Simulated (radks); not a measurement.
# Nuclear size and the levels of Se

The task here is to estimate one member of a computed series from the others.

Program: radks (a radial shooting solver on a logarithmic mesh, Libxc functionals) version 1. Level of theory: Dirac Kohn-Sham, PBE, spin-unpolarised, spherical densities, finite nucleus; open shells are shared between the two j in proportion to 2j + 1. These are calculated values, not measurements, unless marked.

## Starting point

| Quantity | Value |
| --- | --- |
| element | selenium (Z = 34) |
| charge | 0 |
| electrons | 34 |
| configuration | [Ar] 3d10 4s2 4p4 |
| nuclear rms radius | 4.14 fm |

Outer shells as boxes (Hund's rule):

Se
```
[Ar] core
3d [↑↓][↑↓][↑↓][↑↓][↑↓]
4s [↑↓]
4p [↑↓][↑ ][↑ ]
```

Set-up of the first run:

Input:

```text
Z 34
configuration [Ar] 3d10 4s2 4p4 5s0 4d0
relativity Dirac
functional pbe,pbe
spin unpolarised
j_filling average
nucleus finite rms 4.14 fm
c 137.035999084
```

Steps of the session up to this table: rms radius 4.14 fm.

One of the session's tables, all rows but one given; the rest of the session is left out.

It belongs to the step «rms radius 4.14 fm». From the orbitals of this run (lengths in bohr):

| level | <r> | outermost maximum (interpolated) | 90 % within | nodes |
| --- | --- | --- | --- | --- |
| 3s1/2 | 0.5739 | 0.502 | 0.856 | 2 |
| 3p1/2 | 0.5824 | 0.495 | 0.892 | 1 |
| 3p3/2 | 0.5930 | 0.503 | 0.908 | 1 |
| 3d3/2 | 0.6281 | 0.451 | 1.04 | 0 |
| 3d5/2 | 0.6324 | 0.454 | 1.05 | 0 |
| 4s1/2 | ? | ? | ? | ? |
| 4p1/2 | 2.268 | 1.79 | 3.53 | 2 |
| 4p3/2 | 2.320 | 1.82 | 3.62 | 2 |

Estimate the missing values for 4s1/2.

The run gave: <r>: 1.796; outermost maximum (interpolated): 1.51; 90 % within: 2.69; nodes: 3. In the column «<r>» it lies between 3d5/2 (0.6324) and 4p1/2 (2.268).
